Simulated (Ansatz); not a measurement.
Crystal: NbCu.

```
Nb Cu
1.0
     0.00000    2.56221    2.56221
     2.56221    0.00000    2.56221
     2.56221    2.56221    0.00000
Nb Cu
1 1
Cartesian
  0.0000 0.0000 0.0000
  2.5622 2.5622 2.5622
```

The cell was built by a generator and needn't be a form met in nature.

```yaml
Program: Ansatz 0.2.0
Task: relaxation of cell and atoms
Functional: BLYP
Potentials_or_basis: Ansatz PAW
Cutoff: "420 eV (not typed: the program's choice for these potentials)"
k_mesh: 9 × 9 × 9
Occupations: fermi-dirac, width 0.05 eV
Spin: no spin polarisation
```

At the start: volume 16.82 Å³/atom.

Question: Where does the relaxation end?

Answer: It ends after 5 steps and the volume is 17.59 Å³/atom (+4.6 %); space group Fm-3m (No. 225, to 0.05 Å).

Step by step:
```tsv
step	energy change (eV)	largest force (eV/Å)	volume (Å³)
1	0.0000	0.0000	33.64
2	-0.0262	0.0000	35.63
3	-0.0286	0.0000	35.21
4	-0.0286	0.0000	35.18
5	-0.0290	0.0000	35.18
```

Final structure:
```
Nb Cu
1.0
     0.00000    2.60062    2.60062
     2.60062    0.00000    2.60062
     2.60062    2.60062    0.00000
Nb Cu
1 1
Direct
  0.00000 0.00000 0.00000
  0.50000 0.50000 0.50000
```

Caveat: the plane-wave basis is chosen anew once the cell has moved, so the energies of steps on either side of that aren't comparable; the PAW data sets come from PBE, with cores solved anew for the run's functional, which leaves a small shift of forces and pressure.
